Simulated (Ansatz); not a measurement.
# Ge4F: the cost of one run

Program: Ansatz 0.2.0. Level of theory: DFT PBE+D3(BJ), scalar-relativistic, plane waves, PAW. These are calculated values, not measurements.

4 further runs of the same task are left out: 4 set aside as unsound or not needed.

## Step 1: The system as given

It takes space group Pm (No. 6, monoclinic). The conventional cell has a = 4.030 Å, b = 4.030 Å, c = 21.742 Å, α = 90.00°, β = 90.00°, γ = 90.00°. Ge (site symmetry m) has 2 Ge at 2.47 Å as nearest neighbours. Ge (site symmetry m) is surrounded by 4 Ge at 2.47 to 2.51 Å. Around Ge (site symmetry m) lie 2 Ge at 2.47 Å and 1 F at 2.70 Å. F (site symmetry m) has 1 Ge at 2.70 Å as nearest neighbours.

Structure file:

```cif
data_structure
_symmetry_space_group_name_H-M 'Pm'
_symmetry_Int_Tables_number 6
_cell_length_a 4.0304
_cell_length_b 4.0304
_cell_length_c 21.7417
_cell_angle_alpha 90.000
_cell_angle_beta 90.000
_cell_angle_gamma 90.000
_cell_volume 353.17
loop_
_atom_site_label
_atom_site_type_symbol
_atom_site_symmetry_multiplicity
_atom_site_Wyckoff_symbol
_atom_site_fract_x
_atom_site_fract_y
_atom_site_fract_z
_atom_site_occupancy
Ge1 Ge 1 b 0.00000 0.50000 0.18398 1
Ge2 Ge 1 a 0.00000 0.00000 0.24952 1
Ge3 Ge 1 a 0.50000 0.00000 0.31819 1
Ge4 Ge 1 b 0.50000 0.50000 0.38367 1
F1 F 1 b 0.75000 0.50000 0.49866 1
```

This is the geometry of the first run shown, built on a cell relaxed beforehand with the same method.

## Step 2: What is varied

Atoms count from 1 in the order of the input.

F is moved over the surface cell at a fixed height above a rigid substrate; the origin of the map has the adsorbate above Ge4; the height is held at 2.50 Å.

First coordinate, position of F5 along the first surface vector, from above Ge4: 8 values from 0.000 to 0.875, periodic. Second coordinate, position of F5 along the second surface vector, from above Ge4: 8 values from 0.000 to 0.875, periodic.

Nothing else is relaxed. Points are written as (first, second).

The two vectors of the plane (Å): (4.030, 0.000, 0.000); (0.000, 4.030, 0.000).

## Step 3: Point (2/8, 0/8) of the map's two axes

A dipole layer in the vacuum cancels the field that periodic copies would set up if the slab's two faces differ.

Contents of input.yaml:

```yaml
crystal:
  lattice:
    - [4.0303587917, 0.0, 0.0]
    - [0.0, 4.0303587917, 0.0]
    - [0.0, 0.0, 21.7416627734]
  atoms:
    - { symbol: Ge, position: [0.0, 0.5, 0.1839785688] }
    - { symbol: Ge, position: [0.0, 0.0, 0.2495184969] }
    - { symbol: Ge, position: [0.5, 0.0, 0.3181867399] }
    - { symbol: Ge, position: [0.5, 0.5, 0.3836717946] }
    - { symbol: F, position: [0.75, 0.5, 0.4986584001] }
basis:
  ecutwfc: 420
kpoints:
  mp_grid: { grid: [7, 7, 1] }
hamiltonian:
  xc: pbe
  pseudopotentials: { kind: paw, azcp: { folder: soft_1 } }
  dispersion: d3bj
scf:
  occupations: { method: gaussian, width: 0.1 }
output:
  forces: true
  eigenvalues: true
efield:
  axis: 3
  dipole_correction: true
  ramp_width: 0.04
```

Launch:

```bash
> ansatz run input.yaml --threads 1 --pin off --max-ram 3072MiB --backend cpu --events-out ev --progress --plain --runs-dir out
```

Q: Estimate wall time and peak memory on 1 thread of Intel Xeon Platinum 8559C (Emerald Rapids), shared host.

About 13 s, with a peak of 0.55 GiB.
